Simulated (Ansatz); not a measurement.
# CH4AlNS: how energies converge with the basis set

An exercise on one series of results from a longer session: the logs are not shown, and one member is left open.

Program: Ansatz 0.2.0, Gaussian basis. Level of theory: one geometry, several basis sets. These are calculated values, not measurements.

Levels to be run: PBE0-D4/def2-SVP; ωB97M-V/def2-SVP; PBE0-D4/def2-QZVPP; ωB97M-V/def2-QZVPP; the functionals' def2-TZVPP values are taken from earlier runs.

### The geometry

An earlier PBE0-D4 in a triple-zeta def2 set relaxation fixed the geometry.

SMILES `C=[N][AlH][SH]`, 8 atoms, charge 0, spin multiplicity 1.

Atoms are counted from 1 here; the program's logs count them from 0.

Bond lengths: C1–N2 1.242 Å, C1–H5 1.101 Å, C1–H6 1.101 Å, N2–Al3 1.742 Å, Al3–S4 2.184 Å, Al3–H7 1.574 Å, S4–H8 1.344 Å. Angles: N2–C1–H5 122.5°, N2–C1–H6 122.5°, H5–C1–H6 115.0°, C1–N2–Al3 179.7°, N2–Al3–S4 116.8°, N2–Al3–H7 120.4°, S4–Al3–H7 122.8°, Al3–S4–H8 92.2°.

The first run:

in.yaml

```yaml
crystal:
  periodic: [false, false, false]
  atoms:
    - {symbol: C, position_ang: [-0.473689, 1.945014, 0.094108]}
    - {symbol: N, position_ang: [-0.140028, 0.766120, -0.111343]}
    - {symbol: Al, position_ang: [0.336001, -0.884161, -0.404934]}
    - {symbol: S, position_ang: [0.152320, -2.275771, 1.268546]}
    - {symbol: H, position_ang: [0.235257, 2.707024, 0.454446]}
    - {symbol: H, position_ang: [-1.500928, 2.306768, -0.070463]}
    - {symbol: H, position_ang: [0.868306, -1.320034, -1.820113]}
    - {symbol: H, position_ang: [0.614959, -3.301959, 0.533854]}
basis:
  gaussian: {orbitals: def2-SVP}
hamiltonian: {xc: pbe0, dispersion: d4}
output: {orbitals: {seedname: orbitals}}
```

Command:

```console
ansatz run in.yaml --threads 2 --pin off --events-out ev --progress --plain --max-ram 4352MiB
```

Steps of the session up to this table: PBE0-D4 in def2-SVP; ωB97M-V in def2-SVP; PBE0-D4 in def2-QZVPP; ωB97M-V in def2-QZVPP.

One table of the session follows, with a row left open; its other results are not shown here.

| functional | basis | HOMO (eV) |
| --- | --- | --- |
| PBE0-D4 | def2-SVP | -6.63 |
| PBE0-D4 | def2-TZVPP | -6.74 |
| PBE0-D4 | def2-QZVPP | -6.76 |
| ωB97M-V | def2-SVP | -8.84 |
| ωB97M-V | def2-TZVPP | ? |
| ωB97M-V | def2-QZVPP | -9.02 |

Q: Estimate the row for ωB97M-V, def2-TZVPP from the others.

The run gave: HOMO (eV): -8.98. In the column «HOMO (eV)» it lies between ωB97M-V, def2-QZVPP (-9.02) and ωB97M-V, def2-SVP (-8.84).
